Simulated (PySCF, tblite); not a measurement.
# C₅H₆FO₂Si radical: geometry, infrared bands and EPR parameters

What infrared bands and EPR parameters should C₅H₆FO₂Si radical (`C=C(F)[SiH]C(=O)C(C)=O`) show?

Computed with tblite 0.8.0 and PySCF 2.14.0, with density-fitted response routines of our own, on a single molecule in the gas phase. Atoms are numbered from 0 throughout.

### 1 The starting structure

15 atoms, charge 0, multiplicity 2; geometry from: force field or distance geometry start.

Bonds of the start (Å): C0–C1 1.34, C1–F2 1.37, C1–Si3 1.84, Si3–C4 1.85, C4–O5 1.27, C4–C6 1.46, C6–C7 1.51, C6–O8 1.26, C0–H9 1.09, C0–H10 1.09, Si3–H11 1.45, C7–H12 1.12, C7–H13 1.10, C7–H14 1.11.

### 2 Relaxing the molecule with GFN2-xTB

What the job is given:

```
{"job": {"kind": "relax", "xc": "GFN2-xTB", "basis": "xTB"}, "charge": 0, "multiplicity": 2}
C      3.450500    -0.797900    -0.473600
C      2.414300    -0.221700     0.151300
F      2.466900    -0.109800     1.517300
Si     0.965500     0.399800    -0.794100
C     -0.592700     0.299500     0.189700
O     -0.534200     0.435700     1.449700
C     -1.900700     0.085300    -0.426600
C     -3.082200     0.036500     0.508200
O     -2.067800    -0.066300    -1.661400
H      4.316300    -1.174500     0.063100
H      3.465900    -0.921600    -1.560100
H      1.123400     1.785600    -1.201200
H     -3.482700     1.081300     0.496200
H     -3.829100    -0.693900     0.173700
H     -2.717600    -0.129900     1.545900
```

Started as:

```
> OMP_NUM_THREADS=1 python probes_run.py task.json out
```

This one command runs all jobs of the session in turn.

What it wrote:

```text
step      E/eV     max force
  0    -767.51758    2.951
  1    -767.69648    2.545
  2    -767.79057    0.628
  3    -767.83186    0.667
  4    -767.87478    0.768
  5    -767.90630    0.628
  6    -767.94181    0.440
  7    -767.96571    0.507
  8    -768.00103    0.506
  9    -768.03162    0.494
 10    -768.05495    0.503
 11    -768.07205    0.378
 12    -768.08713    0.335
 13    -768.10365    0.346
 14    -768.12344    0.419
 15    -768.14198    0.414
 16    -768.15751    0.350
 17    -768.17197    0.319
 18    -768.18648    0.364
 19    -768.20387    0.367
 20    -768.21650    0.501
 21    -768.24099    0.386
 22    -768.26515    0.363
 23    -768.29443    0.362
 24    -768.31268    0.385
 25    -768.33156    0.372
 26    -768.34678    0.377
 27    -768.35390    0.222
 28    -768.35862    0.215
 29    -768.36194    0.139
 30    -768.36584    0.136
 31    -768.36866    0.157
 32    -768.37426    0.152
 33    -768.37811    0.166
 34    -768.38120    0.148
 35    -768.38357    0.111
 36    -768.38627    0.127
 37    -768.38911    0.132
 38    -768.39130    0.096
 39    -768.39259    0.076
 40    -768.39358    0.072
 41    -768.39474    0.086
 42    -768.39613    0.108
 43    -768.39773    0.138
 44    -768.39934    0.140
 45    -768.40068    0.100
 46    -768.40166    0.074
 47    -768.40247    0.073
 48    -768.40335    0.081
 49    -768.40434    0.103
 50    -768.40528    0.078
 51    -768.40601    0.071
 52    -768.40659    0.069
 53    -768.40719    0.081
 54    -768.40790    0.093
 55    -768.40864    0.071
 56    -768.40938    0.077
 57    -768.41017    0.088
 58    -768.41112    0.084
 59    -768.41218    0.076
 60    -768.41320    0.096
 61    -768.41424    0.115
 62    -768.41546    0.112
 63    -768.41685    0.086
 64    -768.41832    0.112
 65    -768.41983    0.113
 66    -768.42156    0.111
 67    -768.42358    0.117
 68    -768.42542    0.115
 69    -768.42651    0.133
 70    -768.42695    0.235
 71    -768.42888    0.127
 72    -768.43096    0.102
 73    -768.43354    0.273
 74    -768.43584    0.165
 75    -768.43807    0.135
 76    -768.44077    0.120
 77    -768.44472    0.158
 78    -768.44940    0.363
 79    -768.44662    0.522
 80    -768.45667    0.242
 81    -768.46061    0.178
 82    -768.48187    0.419
 83    -768.48404    1.063
 84    -768.48073    0.802
 85    -768.47752    0.785
 86    -768.47973    0.793
 87    -768.47895    0.778
 88    -768.48535    0.928
 89    -768.49736    1.197
 90    -768.50316    1.261
 91    -768.54448    1.418
 92    -768.60436    1.191
 93    -768.67229    0.790
 94    -768.69487    0.755
 95    -768.73262    0.620
 96    -768.78081    0.620
 97    -768.80827    0.817
 98    -768.83864    0.515
 99    -768.85549    0.311
100    -768.87398    0.348
101    -768.89513    0.455
102    -768.91948    0.497
103    -768.94077    0.472
104    -768.95419    0.400
105    -768.96559    0.409
106    -768.97940    0.355
107    -768.99205    0.430
108    -769.00517    0.405
109    -769.01825    0.407
110    -769.02977    0.268
111    -769.04081    0.364
112    -769.05015    0.345
113    -769.05972    0.277
114    -769.07360    0.219
115    -769.08692    0.369
116    -769.10171    0.535
117    -769.11194    0.470
118    -769.12456    0.280
119    -769.13468    0.277
120    -769.14167    0.224
121    -769.14703    0.261
122    -769.15327    0.299
123    -769.15890    0.328
124    -769.16613    0.292
125    -769.17880    0.796
126    -769.18987    0.416
127    -769.20242    0.213
128    -769.21237    0.381
129    -769.21881    0.330
130    -769.22505    0.228
131    -769.22941    0.278
132    -769.23221    0.218
133    -769.23773    0.293
134    -769.24198    0.248
135    -769.24775    0.159
136    -769.25041    0.208
137    -769.25299    0.111
138    -769.25489    0.113
139    -769.25707    0.111
140    -769.25903    0.122
141    -769.26021    0.111
142    -769.26125    0.102
143    -769.26240    0.079
144    -769.26338    0.084
145    -769.26424    0.075
146    -769.26514    0.068
147    -769.26579    0.074
148    -769.26611    0.069
149    -769.26634    0.039
150    -769.26655    0.042
151    -769.26680    0.039
152    -769.26695    0.033
153    -769.26709    0.032
154    -769.26718    0.027
155    -769.26725    0.022
156    -769.26731    0.011
157    -769.26734    0.013
158    -769.26740    0.025
159    -769.26746    0.027
160    -769.26755    0.025
161    -769.26767    0.030
162    -769.26785    0.030
163    -769.26812    0.044
164    -769.26856    0.063
165    -769.26925    0.077
166    -769.27027    0.079
167    -769.27148    0.083
168    -769.27245    0.101
169    -769.27040    0.333
170    -769.27344    0.065
171    -769.27378    0.080
172    -769.27435    0.078
173    -769.27473    0.073
174    -769.27524    0.046
175    -769.27570    0.043
176    -769.27598    0.045
177    -769.27606    0.064
178    -769.27619    0.036
179    -769.27629    0.029
180    -769.27638    0.025
181    -769.27644    0.018
182    -769.27648    0.018
183    -769.27653    0.019
184    -769.27655    0.015
185    -769.27657    0.016
186    -769.27658    0.010
187    -769.27661    0.015
188    -769.27663    0.016
189    -769.27667    0.017
190    -769.27673    0.027
191    -769.27681    0.042
192    -769.27690    0.047
193    -769.27699    0.038
194    -769.27706    0.021
195    -769.27710    0.014
196    -769.27712    0.012
197    -769.27715    0.012
198    -769.27717    0.013
199    -769.27720    0.016
200    -769.27723    0.018
201    -769.27728    0.021
202    -769.27735    0.027
203    -769.27747    0.037
204    -769.27770    0.048
205    -769.27809    0.064
206    -769.27861    0.068
207    -769.27931    0.071
208    -769.27772    0.252
209    -769.28009    0.042
210    -769.28035    0.030
211    -769.28057    0.095
212    -769.28079    0.041
213    -769.28098    0.026
214    -769.28142    0.048
215    -769.28161    0.081
216    -769.28196    0.033
217    -769.28195    0.090
218    -769.28217    0.025
219    -769.28224    0.028
220    -769.28231    0.031
221    -769.28236    0.023
222    -769.28240    0.019
223    -769.28242    0.009
```

It took 5.4 s on 1 thread of Intel Xeon at 2.50GHz, shared host.

Along the way: (not every step is listed)

```tsv
step	energy from step 0 (eV)	largest force (eV/Å)
0	0.0000	2.9508
1	-0.1789	2.5454
2	-0.2730	0.6276
3	-0.3143	0.6666
4	-0.3572	0.7677
5	-0.3887	0.6279
6	-0.4242	0.4404
7	-0.4481	0.5073
8	-0.4835	0.5056
29	-0.8444	0.1394
50	-0.8877	0.0784
71	-0.9113	0.1267
92	-1.0868	1.1911
113	-1.5421	0.2770
134	-1.7244	0.2480
155	-1.7497	0.0218
176	-1.7584	0.0448
197	-1.7596	0.0115
218	-1.7646	0.0248
219	-1.7647	0.0284
220	-1.7647	0.0314
221	-1.7648	0.0234
222	-1.7648	0.0191
223	-1.7648	0.0090
```

Distances of close pairs at the start and the end, largest changes first:

```tsv
bond	before (Å)	after (Å)	change (Å)
Si3–O8	3.189	1.726	-1.463
Si3–C4	1.846	1.947	+0.101
C6–O8	1.255	1.356	+0.101
C1–Si3	1.838	1.887	+0.049
C4–O5	1.269	1.222	-0.047
C4–C6	1.462	1.423	-0.039
C6–C7	1.507	1.469	-0.038
C7–H12	1.119	1.092	-0.027
```

The next job starts from the end point, and lists it.

### 3 Infrared spectrum with GFN2-xTB

What the job is given:

```
{"job": {"kind": "ir", "xc": "GFN2-xTB", "basis": "xTB"}, "charge": 0, "multiplicity": 2}
C      3.270570    -0.629214    -0.602538
C      1.987235    -0.690348    -0.287195
F      1.502509    -1.844910     0.233685
Si     0.703424     0.687064    -0.417303
C     -0.565164     0.948150     1.035872
O     -0.662524     1.431800     2.153686
C     -1.491614     0.291871     0.177932
C     -2.896866    -0.107145     0.337472
O     -0.795530     0.020954    -0.953773
H      3.930603    -1.468291    -0.461367
H      3.681306     0.272577    -1.013057
H      1.088377     1.740765    -1.338112
H     -3.499891     0.291863    -0.480262
H     -2.986016    -1.195207     0.302741
H     -3.270832     0.258060     1.290306
```

What it wrote:

```text
mode    cm-1     km/mol
  1      32.7      1.76
  2      34.0      2.45
  3      69.3      2.24
  4      80.2      2.49
  5     143.8      5.15
  6     227.8      7.65
  7     271.7     11.42
  8     301.7      4.37
  9     354.2     17.12
 10     366.5      5.15
 11     410.8     19.27
 12     470.9     25.64
 13     520.7     31.47
 14     540.0     61.23
 15     616.9     96.94
 16     645.1     60.92
 17     680.1     52.12
 18     723.8      8.46
 19     738.4     84.27
 20     853.8     41.88
 21     887.6     44.32
 22     926.6     45.46
 23     946.9     13.19
 24     981.8     41.43
 25    1168.1     68.23
 26    1269.0    201.95
 27    1339.5     23.29
 28    1363.7      0.36
 29    1373.3     47.59
 30    1424.5      8.97
 31    1445.8      3.16
 32    1663.6     27.99
 33    1685.6    352.11
 34    2371.1    246.61
 35    2963.0      2.80
 36    2985.7      5.22
 37    3053.5      3.70
 38    3113.6      1.67
 39    3171.4     11.74
```

Run time: 1.7 s. Hardware: 1 thread of Intel Xeon at 2.50GHz, shared host.

The strongest bands and the atoms that carry them (share of the mass-weighted mode):

```tsv
cm⁻¹	km/mol	atoms
540	61.2	H11 55 %, Si3 17 %
617	96.9	H11 56 %
645	60.9	O8 39 %, C4 15 %, O5 11 %
738	84.3	Si3 27 %, O8 22 %, O5 17 %, C4 11 %
1168	68.2	C1 62 %, F2 13 %
1269	201.9	C6 61 %, O8 21 %
1686	352.1	C4 65 %, O5 31 %
2371	246.6	H11 97 %
```

The optimised geometry no longer has the bonds of the starting formula, so what follows describes that rearranged structure.

### 4 g tensor and hyperfine couplings: B3LYP/pcH-1

Settings changed since step 3:

```diff
@@ -1,2 +1,2 @@
-{"job": {"kind": "ir", "xc": "GFN2-xTB", "basis": "xTB"}, "charge": 0, "multiplicity": 2}
+{"job": {"kind": "epr", "basis": "pcH-1"}, "charge": 0, "multiplicity": 2}
 C      3.270570    -0.629214    -0.602538
```

Level: UKS B3LYP, pcH-1 on C F H O Si, non-relativistic, mean-field spin-orbit, GIAO.

What it wrote:

```text
UKS, coarse grid
  cycle   1  E = -733.65204258  |g| = 8.23e-01
  cycle   2  E = -732.02073329  |g| = 2.03e+00
  cycle   3  E = -733.82618429  |g| = 4.35e-01
  cycle   4  E = -733.89524014  |g| = 1.76e-01
  cycle   5  E = -733.90472020  |g| = 6.27e-02
  cycle   6  E = -733.90623031  |g| = 2.29e-02
  cycle   7  E = -733.90649286  |g| = 9.98e-03
  cycle   8  E = -733.90654743  |g| = 5.63e-03
  cycle   9  E = -733.90657479  |g| = 1.89e-03
  cycle  10  E = -733.90657712  |g| = 9.03e-04
UKS, final grid
  cycle   1  E = -733.90657955  |g| = 1.48e-03
  cycle   2  E = -733.90657744  |g| = 2.76e-03
  cycle   3  E = -733.90658046  |g| = 2.57e-04
  cycle   4  E = -733.90658049  |g| = 8.20e-05
  cycle   5  E = -733.90658050  |g| = 8.80e-05
  cycle   6  E = -733.90658050  |g| = 2.47e-05
E = -733.90658050 Eh   <S^2> = 0.7592 (exact 0.7500)
g shifts (ppm)      1          2          3
  rmc          -246       -246       -246
  gc            -14         39         48
  oz_so          25       3683       6583
  total        -235       3475       6385
hyperfine (MHz)  atom isotope    a_iso     a_fc   dipolar eigenvalues
    0   13C      -0.37      -0.37     -0.18     -0.07      0.25
    1   13C      -3.92      -3.92     -0.54     -0.05      0.58
    2   19F       0.92       0.91     -2.03     -0.86      2.89
    3  29Si      15.47      15.49     -2.01     -0.66      2.67
    4   13C     -27.38     -27.43     -5.65      2.07      3.58
    5   17O     -23.57     -23.14   -101.99     49.92     52.07
    6   13C      44.70      44.78    -46.70    -45.16     91.87
    7   13C     -18.37     -18.37     -1.24      0.00      1.24
    8   17O     -21.22     -21.21    -70.69     34.52     36.17
    9    1H      -0.53      -0.53     -0.42     -0.34      0.76
   10    1H      -0.16      -0.16     -0.53     -0.41      0.93
   11    1H      -6.30      -6.31     -2.35     -1.41      3.75
   12    1H      56.91      56.91     -3.44     -2.73      6.17
   13    1H      66.60      66.60     -3.36     -2.81      6.16
   14    1H       1.08       1.08     -3.40     -2.96      6.36
```

It took 3.9 min on 1 thread of Intel Xeon at 2.50GHz, shared host; peak memory 1.1 GiB.

Principal g values 2.00208, 2.00579, 2.00870; g(iso) = 2.00553, against 2.00232 for a free electron.

Hyperfine couplings, nucleus by nucleus at this fixed geometry (no averaging over rotations):

```tsv
nuclei	isotope	a(iso) (MHz)	a(iso) (G, at g = 2.0023)	largest dipolar term (MHz)
H13	1H	66.6	23.8	6.2
H12	1H	56.9	20.3	6.2
C6	13C	44.7	16.0	91.9
C4	13C	-27.4	-9.8	-5.7
O5	17O	-23.6	-8.4	-102.0
O8	17O	-21.2	-7.6	-70.7
C7	13C	-18.4	-6.6	-1.2
Si3	29Si	15.5	5.5	2.7
H11	1H	-6.3	-2.2	3.8
C1	13C	-3.9	-1.4	0.6
H14	1H	1.1	0.4	6.4
F2	19F	0.9	0.3	2.9
H9	1H	-0.5	-0.2	0.8
C0	13C	-0.4	-0.1	0.2
```

Mulliken spin populations:

C0 0.00; C1 0.00; F2 0.00; Si3 -0.02; C4 0.01; O5 0.32; C6 0.51; C7 -0.04; O8 0.17; H9 0.00; H10 0.00; H11 0.00; H12 0.02; H13 0.03; H14 0.00

The fields below are evaluated on a grid from the run's orbitals.

ELF in a plane through or near 7 of the atoms.

Ten even steps from '0' (0.00) to '9' (1.00):
```
0000000000000000000000000000
0000000000000000000000000000
0000000000000000000000000000
0000000000000000000100000000
0000000003541000007993000000
0000463005774000019997100000
0002998103673000019996100000
0004999443530001116994000000
0002898581340022456234100000
0000363381593224359326200000
0000489744962012218565200000
0000799822517332776222100000
0000899800213153664000000000
0000488300353453332000000000
0000011000465322210000000000
0000000001342100000000000000
0000000000010000000000000000
0000000000000000000000000000
0000000000000000000000000000
0000000000000000000000000000
```
The map spans 13.4 Å across and 8.8 Å up, centred on the molecule. Atoms in the plane (x, y in Å): C0 (-3.4, 0.3), C1 (-2.1, 0.5), Si3 (-0.7, -0.7), C6 (1.5, -0.1), C7 (2.9, 0.4), H10 (-3.8, -0.7), H13 (2.8, 1.5).

On the surface of density 0.002 e/bohr³ the electrostatic potential runs, from the 1st to the 99th percentile, from -1.73 V near O5 to 1.90 V near Si3.

The spin density lies nearest to C6 37 %; O5 27 %; O8 17 %; C4 9 %.

### 5 What came out

| quantity | value |
| --- | --- |
| strongest single infrared mode (GFN2-xTB) | 1686 cm⁻¹, 352 km/mol |
| zero-point energy (GFN2-xTB) | 60.4 kcal/mol |
| g(iso) (B3LYP) | 2.00553 |
| ⟨S²⟩ | 0.759 (exact 0.75) |
| largest a(iso) | 1H on H13, 66.6 MHz |
| surface potential, 1st and 99th percentile | -1.73 V and 1.90 V |

What this shows: Relaxing lowered the energy by 1.765 eV in 223 steps; the close pair that moved most is Si3–O8, from 3.189 to 1.726 Å. All 39 modes are real, so the xTB geometry is a minimum. The strongest single mode, at 1686 cm⁻¹, moves mainly C4. GFN2-xTB is a fitted tight-binding method: band positions and strengths are rough. Its intensities can rank the bands wrongly. The structure rearranged or came apart on optimisation; the results belong to the end geometry, not to the formula as drawn. The largest share of the spin, 0.51 e, sits on C6. The isotropic g lies 3.2 ppt above the free-electron value.
